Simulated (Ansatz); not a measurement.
# C3H7Br: the cost of one run

Method: the levels named in each step, in Ansatz 0.2.0.

### 1 The structure to begin with

Bond lengths: C1–C2 1.524 Å, C2–C3 1.517 Å, C3–Br4 1.956 Å, C1–H5 1.085 Å, C1–H6 1.090 Å, C1–H7 1.087 Å, C2–H8 1.091 Å, C2–H9 1.094 Å, C3–H10 1.091 Å, C3–H11 1.088 Å. Angles (14 of 18 angles, heavy atoms first): C1–C2–C3 110.6°, C2–C3–Br4 111.1°, C1–C2–H8 109.7°, C1–C2–H9 109.7°, C3–C2–H8 109.7°, C3–C2–H9 109.4°, C2–C1–H5 110.8°, C2–C1–H6 110.6°, C2–C1–H7 110.0°, C2–C3–H10 111.6°, C2–C3–H11 111.9°, Br4–C3–H10 106.1°, Br4–C3–H11 106.2°, H8–C2–H9 107.8°.

Structure file:

```xyz
11

C    -3.1976   -0.0342   -0.1430
C    -1.7571   -0.5297   -0.1885
C    -0.7931    0.6061    0.0992
Br    1.0614   -0.0115    0.0421
H    -3.3618    0.7430   -0.8826
H    -3.4332    0.3725    0.8407
H    -3.8804   -0.8545   -0.3478
H    -1.5447   -0.9515   -1.1720
H    -1.6162   -1.3222    0.5522
H    -0.8714    1.3975   -0.6478
H    -0.9435    1.0232    1.0930
```

### 2 A rough first relaxation, PBE-D4/def2-SVP

This run stands in another session on the same molecule. It ended at:

```xyz
11

C    -3.2087   -0.0364   -0.1422
C    -1.7581   -0.5288   -0.1872
C    -0.7772    0.5985    0.0967
Br    1.0955   -0.0015    0.0457
H    -3.3941    0.7565   -0.8952
H    -3.4677    0.3802    0.8527
H    -3.9139   -0.8650   -0.3502
H    -1.5328   -0.9672   -1.1816
H    -1.6057   -1.3408    0.5540
H    -0.8508    1.4108   -0.6514
H    -0.9241    1.0326    1.1040
```

### 3 Relaxation, HF/STO-3G

The input, input.yaml:

```yaml
crystal:
  periodic: [false, false, false]
  atoms:
    - { symbol: C, position_ang: [-3.20865866, -0.03641779, -0.14216887] }
    - { symbol: C, position_ang: [-1.75812979, -0.52880654, -0.18718614] }
    - { symbol: C, position_ang: [-0.77717286, 0.59846962, 0.09667852] }
    - { symbol: Br, position_ang: [1.0954866, -0.00152269, 0.04570568] }
    - { symbol: H, position_ang: [-3.3941444, 0.75652676, -0.89515899] }
    - { symbol: H, position_ang: [-3.46768093, 0.38024021, 0.85271094] }
    - { symbol: H, position_ang: [-3.91385816, -0.86500772, -0.35015908] }
    - { symbol: H, position_ang: [-1.53281442, -0.96716781, -1.18157379] }
    - { symbol: H, position_ang: [-1.60573998, -1.34081694, 0.55399543] }
    - { symbol: H, position_ang: [-0.85080896, 1.41079637, -0.65143984] }
    - { symbol: H, position_ang: [-0.92409844, 1.03257655, 1.10402612] }
basis:
  gaussian: { orbitals: STO-3G }
hamiltonian:
  xc: hf
relax:
  f_tol: 0.002
  max_steps: 150
```

Run with:

```console
ansatz run input.yaml --threads 4 --pin off --max-ram 10240MiB --backend cpu --events-out ev --progress --plain --runs-dir out
```

What time and memory should one allow on 4 threads of AMD EPYC (Zen 3), shared host?

About 14 s, with a peak of 0.1 GiB.
